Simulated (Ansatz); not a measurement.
# C4HMg: the cost of one run

Method: the levels named in each step, in Ansatz 0.2.0.

### Step 1. The starting structure

Bond lengths: C1–C2 1.206 Å, C2–C3 1.366 Å, C3–C4 1.221 Å, C4–Mg5 2.131 Å, C1–H6 1.049 Å. Angles: C1–C2–C3 180.0°, C2–C1–H6 180.0°, C2–C3–C4 180.0°, C3–C4–Mg5 180.0°.

Structure file:

```xyz
6

C     0.0000    0.0000   -2.0738
C     0.0000    0.0000   -0.8683
C     0.0000    0.0000    0.4973
C     0.0000    0.0000    1.7181
Mg    0.0000    0.0000    3.8490
H     0.0000    0.0000   -3.1223
```

### Step 2. A rough first relaxation, PBE-D4/def2-SVP

The input, input.yaml:

```yaml
crystal:
  periodic: [false, false, false]
  atoms:
    - { symbol: C, position_ang: [0.0, 0.0, -2.07381] }
    - { symbol: C, position_ang: [0.0, 0.0, -0.86826] }
    - { symbol: C, position_ang: [0.0, 0.0, 0.49731] }
    - { symbol: C, position_ang: [0.0, 0.0, 1.7181] }
    - { symbol: Mg, position_ang: [0.0, 0.0, 3.849] }
    - { symbol: H, position_ang: [0.0, 0.0, -3.12233] }
magnetization:
  spin_polarized: true
  initial_magnetization: 1
basis:
  gaussian: { orbitals: def2-SVP }
hamiltonian:
  xc: pbe
  dispersion: d4
relax:
  f_tol: 0.03
  max_steps: 200
```

The run is started by

```
$ ansatz run input.yaml --threads 2 --pin off --max-ram 5120MiB --backend cpu --events-out ev --progress --plain --runs-dir out
```

**Question.** How long does this run take on 2 threads of Intel Xeon at 2.50GHz (Skylake/Cascade Lake), shared host, and how much memory does it need?

About 24 s, with a peak of 0.19 GiB.
